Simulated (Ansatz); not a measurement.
**Cl₃H₅N₂Si₂: up Jacob's ladder to CCSD(T)**

An exercise on one series of results from a longer session: the logs are not shown, and one member is left open.

Program: Ansatz 0.2.0, Gaussian basis. Level of theory: functionals in def2-TZVPP, the program's frozen cores in correlated methods. These are calculated values, not measurements.

Levels to be run: PBE-D4, r2SCAN-D4, PBE0-D4, B3LYP-D4, ωB97X-V, ωB97M-V, B2PLYP; CCSD(T)/def2-TZVPP; MP2/def2-QZVPP; extrapolation to the limit.

### The geometry

The geometry comes from an earlier relaxation with PBE0-D4 in a triple-zeta def2 set; it is a stationary point, not always the lowest conformer.

SMILES `N[SiH](Cl)[Si](N)(Cl)Cl`, 12 atoms, charge 0, spin multiplicity 1.

Atoms are counted from 1 here; the program's logs count them from 0.

Bond lengths: N1–Si2 1.695 Å, N1–H8 1.008 Å, N1–H9 1.007 Å, Si2–Cl3 2.088 Å, Si2–Si4 2.330 Å, Si2–H10 1.480 Å, Si4–N5 1.690 Å, Si4–Cl6 2.050 Å, Si4–Cl7 2.076 Å, N5–H11 1.008 Å, N5–H12 1.007 Å. Angles: Si2–N1–H8 120.5°, Si2–N1–H9 122.2°, H8–N1–H9 112.3°, N1–Si2–Cl3 115.6°, N1–Si2–Si4 108.1°, N1–Si2–H10 108.8°, Cl3–Si2–Si4 103.5°, Cl3–Si2–H10 105.2°, Si4–Si2–H10 115.8°, Si2–Si4–N5 110.4°, Si2–Si4–Cl6 113.4°, Si2–Si4–Cl7 105.3°, N5–Si4–Cl6 107.4°, N5–Si4–Cl7 114.7°, Cl6–Si4–Cl7 105.7°, Si4–N5–H11 119.5°, Si4–N5–H12 122.2°, H11–N5–H12 112.8°.

The first run:

File in.yaml:

```yaml
crystal:
  periodic: [false, false, false]
  atoms:
    - {symbol: N, position_ang: [-0.256534, 2.291543, -0.338959]}
    - {symbol: Si, position_ang: [-0.650716, 0.699204, -0.766809]}
    - {symbol: Cl, position_ang: [-2.530058, 0.036357, -0.143416]}
    - {symbol: Si, position_ang: [0.822684, -0.732726, 0.332473]}
    - {symbol: N, position_ang: [0.161085, -2.284253, 0.445709]}
    - {symbol: Cl, position_ang: [2.639142, -0.906821, -0.600866]}
    - {symbol: Cl, position_ang: [1.213394, 0.179262, 2.156295]}
    - {symbol: H, position_ang: [0.012818, 2.514638, 0.606037]}
    - {symbol: H, position_ang: [-0.634741, 3.086797, -0.826840]}
    - {symbol: H, position_ang: [-0.672296, 0.592131, -2.242322]}
    - {symbol: H, position_ang: [-0.816778, -2.392434, 0.665166]}
    - {symbol: H, position_ang: [0.712010, -3.083690, 0.713541]}
basis:
  gaussian: {orbitals: def2-TZVPP}
hamiltonian: {xc: pbe, dispersion: d4}
output: {forces: true, orbitals: {seedname: orbitals}}
```

The run is started by

```
> ansatz run in.yaml --threads 2 --pin off --events-out ev --progress --plain --max-ram 20480MiB --backend cuda --devices 0, --max-vram 18GiB
```

Among the steps run: PBE-D4 (GGA); r2SCAN-D4 (meta-GGA); PBE0-D4 (hybrid); B3LYP-D4 (hybrid); ωB97X-V (range-separated); ωB97M-V (range-separated); B2PLYP (double hybrid); CCSD(T) in def2-TZVPP; MP2 in def2-QZVPP.

One of the session's tables, all rows but one given; the rest of the session is left out.

It belongs to the step «Atomisation energies». 

| method | atomisation energy (kcal/mol) |
| --- | --- |
| PBE-D4 | 996.8 |
| r2SCAN-D4 | 981.2 |
| PBE0-D4 | 980.3 |
| B3LYP-D4 | 977.0 |
| ωB97X-V | 989.5 |
| ωB97M-V | 988.0 |
| B2PLYP | 962.3 |
| HF/def2-TZVPP | 686.6 |
| MP2/def2-TZVPP | 967.5 |
| CCSD/def2-TZVPP | 926.0 |
| CCSD(T)/def2-TZVPP | 943.8 |
| MP2/CBS | 1006.0 |
| CCSD(T)/CBS | ? |

Q: Estimate the row for CCSD(T)/CBS from the others.

As computed: atomisation energy (kcal/mol): 982.4. In the column «atomisation energy (kcal/mol)» it lies between r2SCAN-D4 (981.2) and ωB97M-V (988.0).
